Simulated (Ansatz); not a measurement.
# CH3AlClFO: basis-set convergence

How large a basis does CH3AlClFO need? Two functionals are run in growing sets.

Program: Ansatz 0.2.0, Gaussian basis. Level of theory: one geometry, several basis sets. These are calculated values, not measurements.

The runs, in order: PBE0-D4/def2-SVP; ωB97M-V/def2-SVP; PBE0-D4/def2-QZVPP; ωB97M-V/def2-QZVPP; the functionals' def2-TZVPP values are taken from earlier runs.

**1. The relaxed structure**

The geometry comes from an earlier relaxation with PBE0-D4 in a triple-zeta def2 set; it is a stationary point, not always the lowest conformer.

8 atoms, charge 0, spin multiplicity 1.

Atoms are counted from 1 here; the program's logs count them from 0.

Bond lengths: O1–Al2 1.684 Å, O1–H6 0.955 Å, Al2–F3 1.648 Å, Al2–C4 1.931 Å, C4–Cl5 1.843 Å, C4–H7 1.087 Å, C4–H8 1.087 Å. Angles: Al2–O1–H6 124.2°, O1–Al2–F3 121.1°, O1–Al2–C4 119.4°, F3–Al2–C4 119.5°, Al2–C4–Cl5 86.8°, Al2–C4–H7 120.7°, Al2–C4–H8 120.0°, Cl5–C4–H7 106.4°, Cl5–C4–H8 106.4°, H7–C4–H8 111.0°.

**2. PBE0-D4 in def2-SVP**

Contents of in.yaml:

```yaml
crystal:
  periodic: [false, false, false]
  atoms:
    - {symbol: O, position_ang: [-0.961317, 1.048041, 1.345827]}
    - {symbol: Al, position_ang: [0.147162, -0.036648, 0.689090]}
    - {symbol: F, position_ang: [1.393180, -0.630913, 1.589293]}
    - {symbol: C, position_ang: [-0.076233, -0.630920, -1.134409]}
    - {symbol: Cl, position_ang: [1.082669, 0.720472, -1.609424]}
    - {symbol: H, position_ang: [-0.861850, 1.466561, 2.198542]}
    - {symbol: H, position_ang: [0.376397, -1.557995, -1.475721]}
    - {symbol: H, position_ang: [-1.007807, -0.435699, -1.659100]}
basis:
  gaussian: {orbitals: def2-SVP}
hamiltonian: {xc: pbe0, dispersion: d4}
output: {orbitals: {seedname: orbitals}}
```

On the command line:

```console
$ ansatz run in.yaml --threads 2 --pin off --events-out ev --progress --plain --max-ram 4352MiB
```

Standard output:

```text
Functional definition: PBE0
  name "PBE0"
  cite "Adamo & Barone, J. Chem. Phys. 110, 6158 (1999) doi:10.1063/1.478522"
  cite "Perdew, Burke & Ernzerhof, Phys. Rev. Lett. 77, 3865 (1996) doi:10.1103/PhysRevLett.77.3865"
  parent pbe
  parameter a = 0.25
  parameter kappa = 0.804
  parameter beta = 0.06672455060314922
  exchange = (1 - a)*pbe_x(kappa = kappa, mu = beta*pi^2/3) + a*exact_x
  correlation = pbe_c(beta = beta)
875 factors; integrals over basis functions are off by at most 9.9e-4 eV
mean field evaluation 1: about -24940.7015 eV, gradient 6.7e1 eV
mean field evaluation 2: about -24929.7725 eV, gradient 1.0e2 eV
mean field evaluation 4: about -24948.9113 eV, gradient 4.7e0 eV
mean field evaluation 8: about -24949.1269 eV, gradient 3.1e-1 eV
mean field evaluation 16: about -24949.1271 eV, gradient 3.3e-5 eV
mean field -24949.12713356 eV, -916.8635110326 hartree, gradient 3.3e-5 eV, S^2 0.000000; 0 other end points of the search recorded, 0 dependent functions left out
reference -24949.12716246 eV, -916.8635120946 hartree; 28, 28 occupied and 65, 65 virtual orbitals, 875 factors
Total energy: -24949.26686610 eV, -916.8686461087 hartree
```

Wall time 1.6 s (2 threads of Arm Neoverse V2, shared host).

**3. ωB97M-V in def2-SVP**

Edit in.yaml of step 2 so:

```diff
@@ -13,3 +13,3 @@
   gaussian: {orbitals: def2-SVP}
-hamiltonian: {xc: pbe0, dispersion: d4}
+hamiltonian: {xc: {name: wB97M-V}}
 output: {orbitals: {seedname: orbitals}}
```

Launched as before.

Standard output (excerpt; [...] marks lines left out):

```text
Functional definition: wB97M-V
  name "wB97M-V"
  cite "Mardirossian & Head-Gordon, J. Chem. Phys. 144, 214110 (2016) doi:10.1063/1.4952647"
  cite "Becke, J. Chem. Phys. 107, 8554 (1997) doi:10.1063/1.475007"
  cite "Vydrov & Van Voorhis, J. Chem. Phys. 133, 244103 (2010) doi:10.1063/1.3521275"
  # Of w^i u^j: cxij and so on, Table III.
[...]
  gx(w, u) = 1 - cx + cx01*u + cx10*w
  gss(w, u) = css00 + css04*u^4 + css10*w + css20*w^2 + css43*w^4*u^3
  gos(w, u) = cos00 + cos10*w + (cos20 + cos21*u)*w^2 + (cos60 + cos61*u)*w^6
[...]
      + integral(e_c_pw_mod_opposite_spin*gos(b97_w_opposite, b97_u_opposite)) + vv10(b, c)
875 factors; integrals over basis functions are off by at most 9.9e-4 eV
231 factors; integrals over basis functions are off by at most 7.6e-6 eV
[...]
mean field -24959.66778870 eV, -917.2508729641 hartree, gradient 8.2e-5 eV, S^2 0.000000; 0 other end points of the search recorded, 0 dependent functions left out
reference -24959.66783354 eV, -917.2508746120 hartree; 28, 28 occupied and 65, 65 virtual orbitals, 875 factors
Total energy: -24959.66783354 eV, -917.2508746120 hartree
```

Wall time 7.5 s (2 threads of Arm Neoverse V2, shared host); peak memory 0.26 GiB.

**4. PBE0-D4 in def2-QZVPP**

Edit in.yaml of step 3 so:

```diff
@@ -12,4 +12,4 @@
 basis:
-  gaussian: {orbitals: def2-SVP}
-hamiltonian: {xc: {name: wB97M-V}}
+  gaussian: {orbitals: "def2-QZVPP.json"}
+hamiltonian: {xc: pbe0, dispersion: d4}
 output: {orbitals: {seedname: orbitals}}
```

Launched as before.

Standard output:

```text
Functional definition: PBE0
  name "PBE0"
  cite "Adamo & Barone, J. Chem. Phys. 110, 6158 (1999) doi:10.1063/1.478522"
  cite "Perdew, Burke & Ernzerhof, Phys. Rev. Lett. 77, 3865 (1996) doi:10.1103/PhysRevLett.77.3865"
  parent pbe
  parameter a = 0.25
  parameter kappa = 0.804
  parameter beta = 0.06672455060314922
  exchange = (1 - a)*pbe_x(kappa = kappa, mu = beta*pi^2/3) + a*exact_x
  correlation = pbe_c(beta = beta)
1497 factors; their error is unknown
mean field evaluation 1: about -24952.8991 eV, gradient 8.1e1 eV
mean field evaluation 2: about -24934.8675 eV, gradient 1.3e2 eV
mean field evaluation 4: about -24963.9848 eV, gradient 7.9e0 eV
mean field evaluation 8: about -24964.0986 eV, gradient 3.0e-1 eV
mean field evaluation 16: about -24964.1193 eV, gradient 9.0e-5 eV
mean field -24964.11931009 eV, -917.4144633580 hartree, gradient 2.8e-5 eV, S^2 0.000000; 0 other end points of the search recorded, 0 dependent functions left out
reference -24964.11934888 eV, -917.4144647835 hartree; 28, 28 occupied and 373, 373 virtual orbitals, 1497 factors
Total energy: -24964.25905252 eV, -917.4195987976 hartree
```

Run time: 13 s. Hardware: 2 threads of Arm Neoverse V2, shared host; peak memory 1.2 GiB.

**5. ωB97M-V in def2-QZVPP**

Edit in.yaml of step 4 so:

```diff
@@ -13,3 +13,3 @@
   gaussian: {orbitals: "def2-QZVPP.json"}
-hamiltonian: {xc: pbe0, dispersion: d4}
+hamiltonian: {xc: {name: wB97M-V}}
 output: {orbitals: {seedname: orbitals}}
```

Launched as before.

Standard output (excerpt; [...] marks lines left out):

```text
Functional definition: wB97M-V
  name "wB97M-V"
  cite "Mardirossian & Head-Gordon, J. Chem. Phys. 144, 214110 (2016) doi:10.1063/1.4952647"
  cite "Becke, J. Chem. Phys. 107, 8554 (1997) doi:10.1063/1.475007"
  cite "Vydrov & Van Voorhis, J. Chem. Phys. 133, 244103 (2010) doi:10.1063/1.3521275"
  # Of w^i u^j: cxij and so on, Table III.
[...]
  gx(w, u) = 1 - cx + cx01*u + cx10*w
  gss(w, u) = css00 + css04*u^4 + css10*w + css20*w^2 + css43*w^4*u^3
  gos(w, u) = cos00 + cos10*w + (cos20 + cos21*u)*w^2 + (cos60 + cos61*u)*w^6
[...]
      + integral(e_c_pw_mod_opposite_spin*gos(b97_w_opposite, b97_u_opposite)) + vv10(b, c)
1438 factors; their error is unknown
313 factors; integrals over basis functions are off by at most 2.0e-5 eV
[...]
mean field -24974.70873117 eV, -917.8036174049 hartree, gradient 5.6e-5 eV, S^2 0.000000; 0 other end points of the search recorded, 0 dependent functions left out
reference -24974.70879477 eV, -917.8036197421 hartree; 28, 28 occupied and 373, 373 virtual orbitals, 1438 factors
Total energy: -24974.70879477 eV, -917.8036197421 hartree
```

Wall time 27 s (2 threads of Arm Neoverse V2, shared host); peak memory 1.4 GiB.

**6. Density functionals: the series**

The def2-TZVPP values come from earlier runs at the same geometry.

```
functional       basis  functions  energy (eV)  from the largest (eV)  HOMO (eV)  LUMO (eV)
   PBE0-D4    def2-SVP         93  -24949.2669                 14.992      -8.12      -0.33
   PBE0-D4  def2-TZVPP        219  -24963.3273                  0.932      -8.23      -0.66
   PBE0-D4  def2-QZVPP        401  -24964.2591                  0.000      -8.26      -0.85
   ωB97M-V    def2-SVP         93  -24959.6678                 15.041     -10.32       1.41
   ωB97M-V  def2-TZVPP        219  -24973.8267                  0.882     -10.46       1.05
   ωB97M-V  def2-QZVPP        401  -24974.7088                  0.000     -10.50       0.57
```

**7. Results**

```
                                       quantity           value
PBE0-D4: double and triple zeta above quadruple  14.99, 0.93 eV
ωB97M-V: double and triple zeta above quadruple  15.04, 0.88 eV
```

What this shows: PBE0-D4 gains 14.06 eV from double to triple zeta, then 0.93 eV more. These are total energies; as a rule much of such shifts cancels in differences, which this series doesn't test. The LUMO of ωB97M-V is positive and keeps falling with the basis (1.41 to 0.57 eV): an unbound level that the basis holds in place.

For PBE0-D4 the largest set took about 8 times as long as the smallest (13 s against 1.6 s).
